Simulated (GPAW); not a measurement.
The system is NaCu.

```xyz
2
Lattice="2.9422 0.0000 0.0000 0.0000 2.9422 0.0000 0.0000 0.0000 4.0409" Properties=species:S:1:pos:R:3 pbc="T T T"
Na    0.0000    0.0000    0.0000
Cu    1.4711    1.4711    2.0205
```

The cell was built by a generator and needn't be a form met in nature.

Base run:

```yaml
Program: GPAW 26.7.0
Functional: LDA
Potentials_or_basis: the program's PAW data sets (release 1.2.1) made for this functional
Cutoff: 800 eV
Basis: pw
k_mesh: 9 × 9 × 7
Occupations: fermi-dirac, width 0.05 eV
Spin: no spin polarisation
```

Its results: pressure -2.0 GPa.

After a change of settings the same cell gave: pressure 5.2 GPa. Which change was it?
A. functional from LDA to PBE; potentials or basis from the program's PAW data sets (release 1.2.1) made for this functional to GPAW PAW data sets (gpaw-data 1.2.1)
B. functional from LDA to PBEsol; potentials or basis from the program's PAW data sets (release 1.2.1) made for this functional to PAW data sets generated in the run's folder for this functional
C. functional from LDA to RPBE

C.

RPBE binds less tightly than LDA, so the same cell stands under more pressure.

Caveats: with this Cu data set, volumes or pressures lay over 1.5 % or 2 GPa off other programs in two to four cells of ten.

Not every run made on this cell is shown here.
